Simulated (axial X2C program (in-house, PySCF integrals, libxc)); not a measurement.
# A two-component session on PbBe: properties at the nuclei

Aim: properties at the nuclei of PbBe, with spin–orbit coupling in the Hamiltonian from the start.

The runs use an in-house X2C program for linear molecules on PySCF integrals; two-component X2C with atomic mean-field terms, Pb dyall-cv3z, Be dyall-cv3z.

All values are calculated.

### Step 1. Set-up

task.json reads:

```json
{"zs": [82, 4], "q": 0, "bas": ["dyall-cv3z", "dyall-cv3z"], "r0": 2.46, "levels": ["PBE0", "HF", "B3LYP", "BP86", "LDA"], "nst": 3}
```

Keys: zs atomic numbers; q charge; bas basis sets; r0 starting distance in Å; levels methods (HF also brings MP2); nst determinants followed.

Launch:

```console
python soeom.py task.json out
```

After this run come: Expectation values, lowest determinant; Expectation values, a higher determinant; Expectation values, a higher determinant.

Before running it: what results should come out? Wanted: lowest determinant; qzz Pb; qzz Be; μ; higher determinant; Eeff magnitude; Ws magnitude Pb; A∥/gI Pb (for each run or level that gives them).

As calculated:

```
                                        quantity                                            value
                              lowest determinant                             Ω = 0 (closed shell)
                             qzz Pb (a.u.), PBE0                                            -0.92
                             qzz Be (a.u.), PBE0                                            -0.02
                                     μ (D), PBE0                                            -0.26
                              higher determinant  Ω = 1 (excess of +ω over −ω: ω = -1/2, ω = 3/2)
Eeff magnitude (GV/cm), PBE0, higher determinant                                             35.9
 Ws magnitude Pb (kHz), PBE0, higher determinant                                             44.9
        A∥/gI Pb (MHz), PBE0, higher determinant                                            -3270
         qzz Pb (a.u.), PBE0, higher determinant                                            -0.44
                              higher determinant        Ω = 1 (excess of +ω over −ω: 2 × ω = 1/2)
Eeff magnitude (GV/cm), PBE0, higher determinant                                             44.2
 Ws magnitude Pb (kHz), PBE0, higher determinant                                             53.1
        A∥/gI Pb (MHz), PBE0, higher determinant                                             3220
         qzz Pb (a.u.), PBE0, higher determinant                                           -12.62
```

**Reading.** The expectation values come from single determinants, which for open shells can mix terms of unlike spin or miss the lowest Ω, so a determinant need not be a state. Eeff is the effective electric field on the electron dipole moment in this Ω state and Ws the scalar–pseudoscalar constant (defined with the proton number Z and per Ω); A∥ is the parallel hyperfine constant, which follows by multiplying with the nuclear g factor gI = μI/(I μN); qzz is the electric field gradient, eQq0 = 234.96 MHz × Q/barn × qzz; μ is positive if Be is the positive end. The operators were transformed with the bare-nucleus X2C matrices.
